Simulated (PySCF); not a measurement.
# C₄H₆GaN: electronic excitations at several levels of theory

Aim: compute the electronic excitations of C₄H₆GaN (`C#CCC#[N+][GaH3-]`) at several levels, and see how far they spread and what each costs.

Computed with PySCF 2.14.0, with density-fitted response routines of our own, on a single molecule in the gas phase. Atoms are numbered from 0 throughout.

**1. The molecule as given**

12 atoms, charge 0, multiplicity 1; geometry from: UFF.

Bonds of the start (Å): C0–C1 1.21, C1–C2 1.46, C2–C3 1.46, C3–N4 1.16, N4–Ga5 1.87, C0–H6 1.06, C2–H7 1.11, C2–H8 1.11, Ga5–H9 1.61, Ga5–H10 1.61, Ga5–H11 1.61.

**2. Optimising the geometry at PBE0-D3(BJ)/def2-SVP**

The job: settings as JSON, then the geometry in Å.

```
{"job": {"xc": "PBE0", "basis": "def2-SVP", "d3": "d3bj", "grid": 1, "kind": "geom"}, "charge": 0, "multiplicity": 1}
C     -3.127525     0.393378     0.877742
C     -2.220760    -0.376090     0.678756
C     -1.121015    -1.311918     0.437588
C      0.082513    -0.569834     0.059530
N      1.034033     0.016800    -0.239360
Ga     2.569215     0.965551    -0.721729
H     -3.923264     1.068862     1.052349
H     -0.921228    -1.893333     1.361148
H     -1.399344    -2.005973    -0.382011
H      3.803234     0.490200     0.197134
H      2.909966     0.681349    -2.269690
H      2.314176     2.541007    -0.507328
```

Started as:

```console
$ OMP_NUM_THREADS=1 python probes_run.py task.json out
```

This one command runs all jobs of the session in turn.

Standard output:

```text
step   0  E = -2134.60096156  max force = 0.058092
step   1  E = -2134.61329138  max force = 0.028256
step   2  E = -2134.61784333  max force = 0.005144
step   3  E = -2134.61856760  max force = 0.004386
step   4  E = -2134.61878540  max force = 0.002032
step   5  E = -2134.61883028  max force = 0.000321
step   6  E = -2134.61883168  max force = 0.000173
optimisation converged
```

Wall time 42 s (1 thread, shared host).

Along the way:

| step | energy from step 0 (eV) | largest force component (eV/Å) |
| --- | --- | --- |
| 0 | 0.0000 | 2.9872 |
| 1 | -0.3355 | 1.4530 |
| 2 | -0.4594 | 0.2645 |
| 3 | -0.4791 | 0.2255 |
| 4 | -0.4850 | 0.1045 |
| 5 | -0.4862 | 0.0165 |
| 6 | -0.4863 | 0.0089 |

Close pairs (by a distance rule), those that changed most:

| bond | before (Å) | after (Å) | change (Å) |
| --- | --- | --- | --- |
| N4–Ga5 | 1.868 | 2.149 | +0.281 |
| Ga5–H11 | 1.610 | 1.578 | -0.032 |
| Ga5–H9 | 1.610 | 1.579 | -0.031 |
| Ga5–H10 | 1.610 | 1.579 | -0.031 |
| C0–H6 | 1.058 | 1.075 | +0.017 |
| C3–N4 | 1.157 | 1.151 | -0.006 |
| C1–C2 | 1.464 | 1.459 | -0.005 |
| C2–H8 | 1.109 | 1.104 | -0.005 |

The end geometry stands in the next job.

| at the end point | value |
| --- | --- |
| point group (found at 0.08 Å tolerance) | C1 |
| rotational constants (GHz, main isotopes) | 9.536, 0.631, 0.599 |
| dipole moment (D) | 7.34 |

**3. Excited states and response: HF/def2-SVPD**

The job: settings as JSON, then the geometry in Å.

```
{"job": {"kind": "uv", "xc": "HF", "basis": "def2-SVPD", "ip": true}, "charge": 0, "multiplicity": 1}
C     -3.223584     0.335091     0.892549
C     -2.275290    -0.382402     0.682529
C     -1.132984    -1.253184     0.429149
C      0.074167    -0.517018     0.063859
N      1.033596     0.048255    -0.226649
Ga     2.832477     1.082843    -0.786906
H     -4.066298     0.976445     1.079166
H     -0.898820    -1.862204     1.319888
H     -1.354281    -1.962467    -0.387595
H      3.795967     0.391182     0.255921
H      2.882967     0.593686    -2.287708
H      2.332083     2.549774    -0.490073
```

Level: TDDFT HF/def2-SVPD, vertical, gas phase, core orbitals frozen in the response.

Standard output:

```text
final grid: 101352 points
cycle   1  E = -2132.0305885682  dE =  3.384e-01  |g| = 6.260e-01  |ddm| = 5.259e+00
cycle   2  E = -2132.1146913613  dE = -8.410e-02  |g| = 4.720e-01  |ddm| = 1.616e+00
cycle   3  E = -2132.1618436717  dE = -4.715e-02  |g| = 1.064e-01  |ddm| = 8.693e-01
cycle   4  E = -2132.1653071849  dE = -3.464e-03  |g| = 3.316e-02  |ddm| = 3.622e-01
cycle   5  E = -2132.1656011869  dE = -2.940e-04  |g| = 7.027e-03  |ddm| = 1.299e-01
cycle   6  E = -2132.1656150031  dE = -1.382e-05  |g| = 3.239e-03  |ddm| = 2.271e-02
cycle   7  E = -2132.1656178807  dE = -2.878e-06  |g| = 7.933e-04  |ddm| = 8.765e-03
cycle   8  E = -2132.1656181057  dE = -2.250e-07  |g| = 1.773e-04  |ddm| = 2.727e-03
cycle   9  E = -2132.1656181241  dE = -1.836e-08  |g| = 6.206e-05  |ddm| = 5.905e-04
cycle  10  E = -2132.1656181279  dE = -3.814e-09  |g| = 3.554e-05  |ddm| = 2.261e-04
cycle  11  E = -2132.1656181292  dE = -1.345e-09  |g| = 2.117e-05  |ddm| = 8.587e-05
cycle  12  E = -2132.1656181300  dE = -8.122e-10  |g| = 7.333e-06  |ddm| = 9.500e-05
converged SCF energy = -2132.1656181300

Static polarisability (au): isotropic 80.763, principal 65.059 75.435 101.795

Singlet excitations
state   eV       nm        f      main configurations
  1   6.0176    206.0   0.00004   H-2->L+5 0.16, H-2->L+6 0.11, H-3->L+7 0.10
  2   6.5870    188.2   0.00194   H-2->L+7 0.17, H-2->L+4 0.14, H-3->L+5 0.12
  3   6.6167    187.4   0.00037   H-3->L+7 0.24, H-3->L+4 0.21, H-3->L+9 0.14
  4   7.0330    176.3   0.00001   H-5->L+5 0.17, H-6->L+4 0.16, H-5->L+3 0.14
  5   7.6268    162.6   0.00163   H-5->L+4 0.15, H-1->L+3 0.12, H-6->L+5 0.11
  6   7.6365    162.4   0.00064   H-6->L+4 0.19, H-6->L+7 0.09, H->L+5 0.08
  7   7.8028    158.9   0.01872   H->L+3 0.37, H->L+5 0.12
  8   7.8127    158.7   0.01374   H-1->L+3 0.33, H-1->L+5 0.18
  9   8.1597    151.9   0.15005   H->L+1 0.49, H->L 0.40
 10   8.1782    151.6   0.16171   H-1->L+1 0.47, H-1->L 0.41

Triplet excitations (Tamm-Dancoff, eV): 4.6071 5.5030 5.5512 5.5805
Vertical ionisation energy (delta-SCF) = 9.0718 eV
```

It took 21 s on 1 thread, shared host.

The orbitals next to the gap, with their largest atomic shares:

| orbital | eV | atoms |
| --- | --- | --- |
| HOMO−3 | -12.06 | C1 44 %, C0 42 %, C2 6 % |
| HOMO−2 | -11.91 | C0 42 %, C1 42 %, C2 7 % |
| HOMO−1 | -10.31 | Ga5 40 %, H11 35 %, H9 13 % |
| HOMO | -10.30 | Ga5 40 %, H10 30 %, H9 24 % |
| LUMO | 1.61 | Ga5 23 %, C2 18 %, C3 14 % |
| LUMO+1 | 2.34 | Ga5 63 %, C0 8 %, C1 4 % |
| LUMO+2 | 2.66 | C0 44 %, H6 22 %, C2 7 % |

With each of the 10 states as a Gaussian band of 0.4 eV half-width at 1/e, the curve within the window shown has maxima at 152 nm (ε 13,000) L/(mol cm). Beyond the last state computed it falls off for lack of states. The curve at chosen wavelengths:

nm, ε (L/mol/cm) and a bar:
```
      146       7033 ################
      149      11472 ###########################
      153      12960 ##############################
      156      10206 ########################
      159       6432 ###############
      162       3425 ########
      166       1229 ###
      169        514 #
      172        203 
      176         74 
      179         63 
      182         75 
      185         89 
      189         93 
      192         83 
      195         66 
      198         47 
      202         26 
      205         16 
      208          9 
      212          4 
      215          2 
      218          1 
      221          1 
      225          0 
      228          0
```

Further results of this job:

| property | computed |
| --- | --- |
| dipole moment (D) | 7.86 |
| polarisability (Å³) | 11.97 |
| HOMO–LUMO gap (eV) | 11.92 |
| −ε(HOMO) (eV) | 10.30 |

**4. Excited states and response: LDA/def2-SVPD**

Same as in step 3 but for these lines:

```diff
@@ -1,2 +1,2 @@
-{"job": {"kind": "uv", "xc": "HF", "basis": "def2-SVPD", "ip": true}, "charge": 0, "multiplicity": 1}
+{"job": {"kind": "uv", "xc": "LDA", "basis": "def2-SVPD", "ip": true}, "charge": 0, "multiplicity": 1}
 C     -3.223584     0.335091     0.892549
```

With the program's defaults for keys left out, this is: TDDFT LDA/def2-SVPD, vertical, gas phase, core orbitals frozen in the response.

Standard output:

```text
coarse grid: 48088 points
cycle   1  E = -2130.1027284475  dE = -1.150e-02  |g| = 8.560e-01  |ddm| = 8.320e+00
cycle   2  E = -2129.7635474802  dE =  3.392e-01  |g| = 1.572e+00  |ddm| = 3.384e+00
cycle   3  E = -2130.1026607908  dE = -3.391e-01  |g| = 7.153e-01  |ddm| = 2.150e+00
cycle   4  E = -2130.2154052958  dE = -1.127e-01  |g| = 7.989e-02  |ddm| = 6.566e-01
cycle   5  E = -2130.2160206967  dE = -6.154e-04  |g| = 5.798e-02  |ddm| = 1.729e-01
cycle   6  E = -2130.2167480107  dE = -7.273e-04  |g| = 2.166e-02  |ddm| = 7.434e-02
cycle   7  E = -2130.2168646179  dE = -1.166e-04  |g| = 3.338e-03  |ddm| = 3.034e-02
cycle   8  E = -2130.2168678950  dE = -3.277e-06  |g| = 4.608e-04  |ddm| = 6.400e-03
final grid: 101352 points
cycle   9  E = -2130.2168748837  dE =  1.286e-07  |g| = 9.416e-04  |ddm| = 4.596e-03
cycle  10  E = -2130.2168730151  dE =  1.869e-06  |g| = 3.045e-03  |ddm| = 3.933e-03
cycle  11  E = -2130.2168750493  dE = -2.034e-06  |g| = 4.296e-04  |ddm| = 2.702e-03
cycle  12  E = -2130.2168750928  dE = -4.348e-08  |g| = 6.889e-05  |ddm| = 6.715e-04
cycle  13  E = -2130.2168750936  dE = -8.254e-10  |g| = 3.509e-05  |ddm| = 1.119e-04
cycle  14  E = -2130.2168750939  dE = -3.047e-10  |g| = 3.715e-06  |ddm| = 3.663e-05
converged SCF energy = -2130.2168750939

Static polarisability (au): isotropic 95.577, principal 73.139 86.385 127.206

Singlet excitations
state   eV       nm        f      main configurations
  1   3.9979    310.1   0.00083   H->L 0.98
  2   4.1091    301.7   0.02427   H-1->L 0.84, H->L+1 0.15
  3   4.2609    291.0   0.00173   H-1->L+1 0.98
  4   4.4739    277.1   0.14460   H->L+1 0.82, H-1->L 0.14
  5   4.9744    249.2   0.00039   H-1->L+2 0.98
  6   4.9819    248.9   0.01190   H->L+2 0.96
  7   5.1460    240.9   0.00097   H->L+3 0.99
  8   5.1952    238.7   0.02981   H-1->L+3 0.96
  9   5.3011    233.9   0.00613   H->L+4 0.99
 10   5.3114    233.4   0.00710   H-1->L+4 0.99

Triplet excitations (Tamm-Dancoff, eV): 3.9180 3.9508 4.1492 4.2031
Vertical ionisation energy (delta-SCF) = 9.4895 eV
Vertical electron affinity (delta-SCF) = -0.2792 eV
```

Wall time 59 s (1 thread, shared host).

In short: HOMO -6.21 eV, LUMO -2.24 eV; lowest singlet 4.00 eV.

**5. Ultraviolet spectrum: PBE/def2-SVPD**

Same as in step 4 but for these lines:

```diff
@@ -1,2 +1,2 @@
-{"job": {"kind": "uv", "xc": "LDA", "basis": "def2-SVPD", "ip": true}, "charge": 0, "multiplicity": 1}
+{"job": {"kind": "uv", "xc": "PBE", "basis": "def2-SVPD", "ip": true}, "charge": 0, "multiplicity": 1}
 C     -3.223584     0.335091     0.892549
```

Method: TDDFT PBE/def2-SVPD, vertical, gas phase, core orbitals frozen in the response.

Standard output:

```text
coarse grid: 48088 points
cycle   1  E = -2134.4565601081  dE =  2.729e-03  |g| = 8.169e-01  |ddm| = 7.928e+00
cycle   2  E = -2134.1151914085  dE =  3.414e-01  |g| = 1.542e+00  |ddm| = 3.117e+00
cycle   3  E = -2134.4640545396  dE = -3.489e-01  |g| = 6.760e-01  |ddm| = 2.076e+00
cycle   4  E = -2134.5654591609  dE = -1.014e-01  |g| = 7.446e-02  |ddm| = 6.498e-01
cycle   5  E = -2134.5658983243  dE = -4.392e-04  |g| = 5.661e-02  |ddm| = 1.551e-01
cycle   6  E = -2134.5666122365  dE = -7.139e-04  |g| = 1.978e-02  |ddm| = 7.481e-02
cycle   7  E = -2134.5667081021  dE = -9.587e-05  |g| = 3.108e-03  |ddm| = 2.850e-02
cycle   8  E = -2134.5667110471  dE = -2.945e-06  |g| = 4.240e-04  |ddm| = 6.230e-03
final grid: 101352 points
cycle   9  E = -2134.5667206482  dE =  1.117e-07  |g| = 8.802e-04  |ddm| = 4.887e-03
cycle  10  E = -2134.5667189678  dE =  1.680e-06  |g| = 2.875e-03  |ddm| = 3.396e-03
cycle  11  E = -2134.5667208030  dE = -1.835e-06  |g| = 3.344e-04  |ddm| = 2.474e-03
cycle  12  E = -2134.5667208325  dE = -2.951e-08  |g| = 7.431e-05  |ddm| = 5.881e-04
cycle  13  E = -2134.5667208339  dE = -1.373e-09  |g| = 2.008e-05  |ddm| = 9.767e-05
cycle  14  E = -2134.5667208340  dE = -9.913e-11  |g| = 2.208e-06  |ddm| = 3.203e-05
converged SCF energy = -2134.5667208340

Static polarisability (au): isotropic 93.107, principal 71.328 84.429 123.564

Singlet excitations
state   eV       nm        f      main configurations
  1   4.1459    299.1   0.00082   H->L 0.98
  2   4.2444    292.1   0.02342   H-1->L 0.84, H->L+1 0.15
  3   4.3875    282.6   0.00165   H-1->L+1 0.98
  4   4.5752    271.0   0.13224   H->L+1 0.82, H-1->L 0.14
  5   5.1222    242.1   0.00043   H-1->L+2 0.98
  6   5.1320    241.6   0.01245   H->L+2 0.95
  7   5.2951    234.1   0.00347   H->L+3 0.96
  8   5.3071    233.6   0.00268   H->L+4 0.97
  9   5.3135    233.3   0.00385   H-1->L+4 0.99
 10   5.3413    232.1   0.02905   H-1->L+3 0.95

Triplet excitations (Tamm-Dancoff, eV): 4.0546 4.0943 4.2666 4.3296
Vertical ionisation energy (delta-SCF) = 9.4024 eV
Vertical electron affinity (delta-SCF) = -0.4450 eV
```

Wall time 70 s (1 thread, shared host).

This run: HOMO -6.15 eV, LUMO -2.02 eV; lowest singlet 4.15 eV.

**6. Ultraviolet spectrum: B3LYP/def2-SVPD**

Same as in step 5 but for these lines:

```diff
@@ -1,2 +1,2 @@
-{"job": {"kind": "uv", "xc": "PBE", "basis": "def2-SVPD", "ip": true}, "charge": 0, "multiplicity": 1}
+{"job": {"kind": "uv", "xc": "B3LYP", "basis": "def2-SVPD", "ip": true}, "charge": 0, "multiplicity": 1}
 C     -3.223584     0.335091     0.892549
```

Method: TDDFT B3LYP/def2-SVPD, vertical, gas phase, core orbitals frozen in the response.

Standard output:

```text
coarse grid: 48088 points
cycle   1  E = -2135.1054859959  dE =  4.936e-02  |g| = 6.753e-01  |ddm| = 8.033e+00
cycle   2  E = -2134.8961670110  dE =  2.093e-01  |g| = 1.220e+00  |ddm| = 2.609e+00
cycle   3  E = -2135.1641244259  dE = -2.680e-01  |g| = 3.497e-01  |ddm| = 1.402e+00
cycle   4  E = -2135.1891437993  dE = -2.502e-02  |g| = 5.421e-02  |ddm| = 3.665e-01
cycle   5  E = -2135.1896067270  dE = -4.629e-04  |g| = 2.216e-02  |ddm| = 8.758e-02
cycle   6  E = -2135.1897037996  dE = -9.707e-05  |g| = 9.874e-03  |ddm| = 3.452e-02
cycle   7  E = -2135.1897271753  dE = -2.338e-05  |g| = 1.857e-03  |ddm| = 1.538e-02
cycle   8  E = -2135.1897280682  dE = -8.928e-07  |g| = 2.141e-04  |ddm| = 3.683e-03
final grid: 101352 points
cycle   9  E = -2135.1897163432  dE = -9.456e-09  |g| = 2.688e-04  |ddm| = 3.898e-03
cycle  10  E = -2135.1897163008  dE =  4.242e-08  |g| = 5.173e-04  |ddm| = 8.967e-04
cycle  11  E = -2135.1897163570  dE = -5.617e-08  |g| = 1.301e-04  |ddm| = 5.090e-04
cycle  12  E = -2135.1897163611  dE = -4.113e-09  |g| = 8.731e-06  |ddm| = 1.685e-04
cycle  13  E = -2135.1897163611  dE = -1.955e-11  |g| = 5.771e-06  |ddm| = 1.866e-05
converged SCF energy = -2135.1897163611

Static polarisability (au): isotropic 88.963, principal 69.863 81.917 115.109

Singlet excitations
state   eV       nm        f      main configurations
  1   5.1307    241.7   0.00107   H->L 0.96
  2   5.2154    237.7   0.02439   H-1->L 0.81, H->L+1 0.16
  3   5.3294    232.6   0.00228   H-1->L+1 0.96
  4   5.5050    225.2   0.16155   H->L+1 0.81, H-1->L 0.17
  5   6.0392    205.3   0.01294   H->L+2 0.97
  6   6.0521    204.9   0.01304   H-1->L+2 0.96
  7   6.2831    197.3   0.00031   H-2->L 0.82, H-2->L+4 0.13
  8   6.3730    194.5   0.00076   H-1->L+3 0.97
  9   6.3939    193.9   0.00837   H->L+3 0.98
 10   6.5175    190.2   0.00112   H->L+4 0.90

Triplet excitations (Tamm-Dancoff, eV): 4.9863 5.0579 5.1627 5.2642
Vertical electron affinity (delta-SCF) = -0.5462 eV
```

Wall time 86 s (1 thread, shared host).

In short: HOMO -7.15 eV, LUMO -1.24 eV; lowest singlet 5.13 eV.

**7. Ultraviolet spectrum: PBE0/def2-SVPD**

Same as in step 6 but for these lines:

```diff
@@ -1,2 +1,2 @@
-{"job": {"kind": "uv", "xc": "B3LYP", "basis": "def2-SVPD", "ip": true}, "charge": 0, "multiplicity": 1}
+{"job": {"kind": "uv", "xc": "PBE0", "basis": "def2-SVPD", "ip": true}, "charge": 0, "multiplicity": 1}
 C     -3.223584     0.335091     0.892549
```

Level: TDDFT PBE0/def2-SVPD, vertical, gas phase, core orbitals frozen in the response.

Standard output:

```text
coarse grid: 48088 points
cycle   1  E = -2134.5466164061  dE =  5.369e-02  |g| = 6.107e-01  |ddm| = 6.721e+00
cycle   2  E = -2134.3918176596  dE =  1.548e-01  |g| = 1.068e+00  |ddm| = 2.223e+00
cycle   3  E = -2134.6038912208  dE = -2.121e-01  |g| = 2.771e-01  |ddm| = 1.276e+00
cycle   4  E = -2134.6193099205  dE = -1.542e-02  |g| = 5.158e-02  |ddm| = 3.083e-01
cycle   5  E = -2134.6197539624  dE = -4.440e-04  |g| = 1.697e-02  |ddm| = 8.233e-02
cycle   6  E = -2134.6198089077  dE = -5.495e-05  |g| = 7.747e-03  |ddm| = 2.844e-02
cycle   7  E = -2134.6198231375  dE = -1.423e-05  |g| = 1.763e-03  |ddm| = 1.275e-02
cycle   8  E = -2134.6198238905  dE = -7.531e-07  |g| = 1.766e-04  |ddm| = 3.280e-03
final grid: 101352 points
cycle   9  E = -2134.6198362244  dE = -1.272e-08  |g| = 1.839e-04  |ddm| = 3.150e-03
cycle  10  E = -2134.6198362124  dE =  1.205e-08  |g| = 3.007e-04  |ddm| = 6.241e-04
cycle  11  E = -2134.6198362309  dE = -1.859e-08  |g| = 8.795e-05  |ddm| = 3.348e-04
cycle  12  E = -2134.6198362328  dE = -1.858e-09  |g| = 5.058e-06  |ddm| = 1.080e-04
cycle  13  E = -2134.6198362328  dE =  2.728e-12  |g| = 3.664e-06  |ddm| = 1.370e-05
converged SCF energy = -2134.6198362328

Static polarisability (au): isotropic 87.922, principal 68.897 80.904 113.965

Singlet excitations
state   eV       nm        f      main configurations
  1   5.3572    231.4   0.00128   H->L 0.95
  2   5.4453    227.7   0.02722   H-1->L 0.81, H->L+1 0.16
  3   5.5649    222.8   0.00262   H-1->L+1 0.96
  4   5.7407    216.0   0.17447   H->L+1 0.81, H-1->L 0.16
  5   6.3325    195.8   0.01664   H->L+2 0.93
  6   6.3430    195.5   0.01547   H-1->L+2 0.92
  7   6.3897    194.0   0.00052   H-2->L 0.74, H-2->L+4 0.18
  8   6.6866    185.4   0.00078   H-1->L+3 0.94
  9   6.7056    184.9   0.00242   H->L+3 0.79, H-3->L 0.10
 10   6.7511    183.7   0.01348   H-3->L 0.46, H-2->L+3 0.20, H->L+3 0.17

Triplet excitations (Tamm-Dancoff, eV): 5.1702 5.2323 5.2673 5.3678
Vertical ionisation energy (delta-SCF) = 9.5101 eV
```

Run time: 52 s. Hardware: 1 thread, shared host.

This run: HOMO -7.33 eV, LUMO -0.99 eV; lowest singlet 5.36 eV.

**8. Ultraviolet spectrum: BHandHLYP/def2-SVPD**

Same as in step 7 but for these lines:

```diff
@@ -1,2 +1,2 @@
-{"job": {"kind": "uv", "xc": "PBE0", "basis": "def2-SVPD", "ip": true}, "charge": 0, "multiplicity": 1}
+{"job": {"kind": "uv", "xc": "BHandHLYP", "basis": "def2-SVPD", "ip": true}, "charge": 0, "multiplicity": 1}
 C     -3.223584     0.335091     0.892549
```

With the program's defaults for keys left out, this is: TDDFT BHandHLYP/def2-SVPD, vertical, gas phase, core orbitals frozen in the response.

Standard output:

```text
coarse grid: 48088 points
cycle   1  E = -2134.8934796150  dE =  1.438e-01  |g| = 5.634e-01  |ddm| = 6.630e+00
cycle   2  E = -2134.8321365392  dE =  6.134e-02  |g| = 8.247e-01  |ddm| = 1.954e+00
cycle   3  E = -2134.9688080500  dE = -1.367e-01  |g| = 1.367e-01  |ddm| = 9.610e-01
cycle   4  E = -2134.9722383806  dE = -3.430e-03  |g| = 5.387e-02  |ddm| = 2.090e-01
cycle   5  E = -2134.9727318278  dE = -4.934e-04  |g| = 9.352e-03  |ddm| = 1.207e-01
cycle   6  E = -2134.9727476343  dE = -1.581e-05  |g| = 3.602e-03  |ddm| = 1.841e-02
cycle   7  E = -2134.9727505099  dE = -2.876e-06  |g| = 1.682e-03  |ddm| = 8.790e-03
final grid: 101352 points
cycle   8  E = -2134.9727420447  dE =  6.825e-07  |g| = 2.400e-03  |ddm| = 5.487e-03
cycle   9  E = -2134.9727402839  dE =  1.761e-06  |g| = 3.651e-03  |ddm| = 7.636e-03
cycle  10  E = -2134.9727433642  dE = -3.080e-06  |g| = 1.292e-04  |ddm| = 4.594e-03
cycle  11  E = -2134.9727433668  dE = -2.675e-09  |g| = 1.647e-05  |ddm| = 1.761e-04
cycle  12  E = -2134.9727433669  dE = -7.094e-11  |g| = 7.460e-06  |ddm| = 4.029e-05
converged SCF energy = -2134.9727433669

Static polarisability (au): isotropic 84.555, principal 67.366 78.532 107.768

Singlet excitations
state   eV       nm        f      main configurations
  1   6.3582    195.0   0.00006   H-2->L 0.30, H-2->L+4 0.20, H-2->L+2 0.16
  2   6.5447    189.4   0.00070   H->L 0.61, H->L+2 0.18
  3   6.6370    186.8   0.02609   H-1->L 0.43, H-1->L+2 0.20, H->L+1 0.16
  4   6.7120    184.7   0.00190   H-1->L+1 0.74
  5   6.7279    184.3   0.00547   H-2->L+3 0.29, H-3->L 0.18, H-3->L+4 0.11
  6   6.7981    182.4   0.00017   H-3->L+3 0.57, H-3->L+1 0.17
  7   6.9171    179.2   0.12856   H-1->L 0.39, H->L+1 0.35, H-1->L+7 0.09
  8   6.9862    177.5   0.03792   H->L+2 0.55, H->L+7 0.15, H->L+6 0.10
  9   7.0171    176.7   0.13219   H-1->L+2 0.43, H->L+1 0.30, H-1->L+7 0.12
 10   7.3815    168.0   0.03380   H->L+5 0.36, H->L+7 0.16, H->L+4 0.12

Triplet excitations (Tamm-Dancoff, eV): 5.2088 5.7590 5.7847 5.9423
Vertical ionisation energy (delta-SCF) = 9.6574 eV
```

Wall time 47 s (1 thread, shared host).

This run: HOMO -8.47 eV, LUMO 0.03 eV; lowest singlet 6.36 eV.

**9. Side by side: electronic excitations**

Excitations and ground-state properties, with basis size and wall time:

| run | lowest singlet (eV) | brightest (eV) | f | gap (eV) | α (Å³) | μ (D) | functions | time |
| --- | --- | --- | --- | --- | --- | --- | --- | --- |
| HF/def2-SVPD | 6.02 | 8.18 | 0.162 | 11.92 | 11.97 | 7.86 | 186 | 21 s |
| LDA/def2-SVPD | 4.00 | 4.47 | 0.145 | 3.97 | 14.16 | 7.06 | 186 | 59 s |
| PBE/def2-SVPD | 4.15 | 4.58 | 0.132 | 4.13 | 13.80 | 7.09 | 186 | 70 s |
| B3LYP/def2-SVPD | 5.13 | 5.50 | 0.162 | 5.91 | 13.18 | 7.31 | 186 | 86 s |
| PBE0/def2-SVPD | 5.36 | 5.74 | 0.174 | 6.34 | 13.03 | 7.33 | 186 | 52 s |
| BHandHLYP/def2-SVPD | 6.36 | 7.02 | 0.132 | 8.50 | 12.53 | 7.52 | 186 | 47 s |

**10. Outcome**

| quantity | value |
| --- | --- |
| point group | C1 |
| rotational constants (main isotopes) | 9.54, 0.63, 0.60 GHz |
| lowest singlet (HF/def2-SVPD) | 6.02 eV (206 nm), f = 0.000 |
| brightest single state of those computed | state 10, 8.18 eV, f = 0.162 |
| lowest triplet | 4.61 eV |
| range of the lowest singlet | 4.00 to 6.36 eV |

What this shows: Single values in the summary come from the first run of each kind that ended normally (HF/def2-SVPD), which need not be the best level. The optimisation took 6 steps and gained 0.486 eV; among the close pairs (by a distance rule), N4–Ga5 changed most, from 1.868 to 2.149 Å. No frequency check was run at this level, so the end point may be a saddle. The first singlet state (HOMO−2→LUMO+5 0.16, HOMO−2→LUMO+6 0.11) lies at 6.02 eV and is dark; of the 10 states computed, the strongest absorption comes from states 9 to 10 together at 8.18 eV (the last computed, so partners may be missing). The lowest triplet lies 1.41 eV below the lowest singlet (triplets in Tamm-Dancoff, singlets in full TDDFT). The lowest singlet runs from 4.00 eV (LDA/def2-SVPD) to 6.36 eV (BHandHLYP/def2-SVPD), while the orbital gap spans 3.97 to 11.92 eV: the excitation energy moves far less from run to run than the orbital gap does. The lowest state need not be the same one in every run. The runs solved for a few states only, so the brightest column depends on that window.
